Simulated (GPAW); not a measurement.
Cu:

```
Cu
1.0
     0.00000    1.80745    1.80745
     1.80745    0.00000    1.80745
     1.80745    1.80745    0.00000
Cu
1
Direct
  0.00000 0.00000 0.00000
```

Base run:

* Program: GPAW 26.7.0
* Functional: r2SCAN
* Potentials or basis: GPAW PAW data sets (gpaw-data 1.2.1)
* Cutoff: 600 eV
* Basis: pw
* k mesh: 16 × 16 × 16
* Occupations: fermi-dirac, width 0.05 eV
* Spin: no spin polarisation

Its results: pressure -3.1 GPa.

Question: The run is repeated on the same cell with these changes: functional from r2SCAN to PBE; band points from 60 to 80. What comes out?

Answer: Pressure 3.3 GPa.

Caveats: with this Cu data set, volumes or pressures lay over 1.5 % or 2 GPa off other programs in two to four cells of ten; the PAW data sets were made with another functional, which shifts forces and pressure a little (some runs).

Not every run made on this cell is shown here.
